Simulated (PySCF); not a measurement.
# PtF₃⁺: structure of the triplet

Aim: relax PtF₃⁺ as a triplet from a trigonal planar start, check by its vibrations whether the end is a minimum, and collect its spectrum and constants.

Computed with PySCF 2.14.0. Level: PBE, basis Pt def2-SVP with ECP60, F def2-SVP, scalar-relativistic core potentials, no spin–orbit coupling, density fitting.

### 1 Starting geometry

4 atoms, charge 1, spin multiplicity 3.

Bond lengths: Pt1–F2 1.833 Å, Pt1–F3 1.833 Å, Pt1–F4 1.833 Å. Angles: F2–Pt1–F3 120.0°, F2–Pt1–F4 120.0°, F3–Pt1–F4 120.0°.

```xyz
4
charge 1 multiplicity 3
Pt    0.0000    0.0000    0.0000
F     1.8326    0.0000    0.0000
F    -0.9163    1.5871    0.0000
F    -0.9163   -1.5871    0.0000
```

### 2 Relaxation: trigonal planar start, triplet

One driver script runs all steps and calls PySCF; scf.py shows how it sets up the SCF of each step. The optimiser is the driver's own. Before each start the driver seeks the lowest SCF state from one or more starting densities and follows internal instabilities, so scf.py alone need not reach the same state.

The program finds D3h symmetry in the start, which this walk keeps. Threshold on the gradient: 0.0003 Eh/bohr, with a further test on the energy change.

The input, scf.py:

```python
from pyscf import gto, scf, dft
mol = gto.M(atom='''
Pt     0.000000    -0.000000     0.000000
F      1.832613    -0.000011    -0.000000
F     -0.916297     1.587095    -0.000000
F     -0.916316    -1.587084     0.000000''',
    basis={'Pt': 'def2-SVP', 'F': 'def2-SVP'},
    ecp={'Pt': 'def2-SVP'},
    charge=1, spin=2)
mf = dft.UKS(mol, xc='PBE')
mf.grids.atom_grid = (50, 194)
aux = {'Pt': 'def2-universal-JKFIT', 'F': 'def2-universal-JKFIT'}
mf = mf.density_fit(auxbasis=aux)
mf.kernel()
```

The runs that follow: Releasing the symmetry; Hessian and properties.

**Question.** What will these runs give? Wanted: minimum; geometry; wavenumbers; dipole moment; highest occupied, lowest empty level; polar-tensor charge of Pt1; zero-point energy; ⟨S²⟩.

The runs gave:

| quantity | value |
| --- | --- |
| minimum | triplet, C2v |
| geometry | Pt–F 1.829 Å (×2), Pt–F 1.861 Å; F–Pt–F 96.9° (×2), F–Pt–F 166.2° |
| wavenumbers (cm⁻¹) | 163 (b1), 192 (b2), 208 (a1), 635 (a1), 680 (a1), 727 (b2) |
| dipole moment (centre of mass) | 1.51 D |
| highest occupied, lowest empty level (either spin) | -15.55, -14.89 eV |
| polar-tensor charge of Pt1 | +1.54 e |
| zero-point energy | 15.6 kJ/mol |
| entropy at 298.15 K | 321.5 J/(mol K) |
| ⟨S²⟩ | 2.003 |

From D3h at the start the molecule goes to a C2v minimum. In the infrared the band at 727 cm⁻¹ (b2, stretch) leads. Most of the spin sits on Pt1 (Mulliken spin 1.05, against 2 for the whole molecule). Only this shape and spin were tried, so other structures or states may lie lower. One determinant may miss the lowest occupation of an open d or f shell. Spin–orbit coupling, left out here, can matter for elements this heavy.
